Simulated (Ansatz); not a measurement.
**PbCl2: energies up the ladder**

The task here is to estimate one member of a computed series from the others.

Method: the levels named in each step, in Ansatz 0.2.0.

## The structure to begin with

Bond lengths: Cl1–Pb2 2.481 Å, Pb2–Cl3 2.481 Å. Angles: Cl1–Pb2–Cl3 100.8°.

Structure file:

```xyz
3

Cl   -1.7942   -1.3511   -0.0057
Pb   -0.0375    0.4015    0.0008
Cl    2.0135   -0.9953    0.0010
```

The first run:

input.yaml reads:

```yaml
crystal:
  periodic: [false, false, false]
  atoms:
    - { symbol: Cl, position_ang: [-1.79419, -1.35113, -0.00574] }
    - { symbol: Pb, position_ang: [-0.03752, 0.40148, 0.00081] }
    - { symbol: Cl, position_ang: [2.0135, -0.99526, 0.00099] }
basis:
  gaussian: { orbitals: def2-SVP }
hamiltonian:
  xc: pbe
  dispersion: d4
relax:
  f_tol: 0.03
  max_steps: 200
```

Started as:

```bash
$ ansatz run input.yaml --threads 4 --pin off --max-ram 10240MiB --backend cpu --events-out ev --progress --plain --runs-dir out
```

Steps of the session up to this table: A rough first relaxation, PBE-D4/def2-SVP; Relaxation, PBE0-D4/def2-TZVPP; Frequencies, PBE0-D4/def2-TZVPP; Single point, PBE-D4/def2-TZVPP; Single point, r2SCAN-D4/def2-TZVPP; Single point, B3LYP-D4/def2-TZVPP; Single point, wB97M-V/def2-TZVPP; Single point, B2PLYP/def2-TZVPP; Single point, LDA/def2-TZVPP; Single point, PBE0-D4/def2-SVP; Single point, PBE-D4/def2-SVP; The cation of multiplicity 2 at the same geometry, PBE0-D4/def2-TZVPP; The cation of multiplicity 2 at the same geometry, PBE-D4/def2-TZVPP; The cation of multiplicity 2 at the same geometry, r2SCAN-D4/def2-TZVPP; The cation of multiplicity 2 at the same geometry, B3LYP-D4/def2-TZVPP; The cation of multiplicity 2 at the same geometry, wB97M-V/def2-TZVPP; The cation of multiplicity 2 at the same geometry, B2PLYP/def2-TZVPP.

One of the session's tables, all rows but one given; the rest of the session is left out.

It belongs to the step «Vertical ionisation energy». 

```
               level  vertical ionisation energy (eV)
   PBE-D4/def2-TZVPP                            9.983
r2SCAN-D4/def2-TZVPP                           10.173
 B3LYP-D4/def2-TZVPP                           10.227
  wB97M-V/def2-TZVPP                                ?
   B2PLYP/def2-TZVPP                           10.273
```

Q: Estimate the row for wB97M-V/def2-TZVPP from the others.

**Answer.** vertical ionisation energy (eV): 10.399. In the column «vertical ionisation energy (eV)» it is the highest.
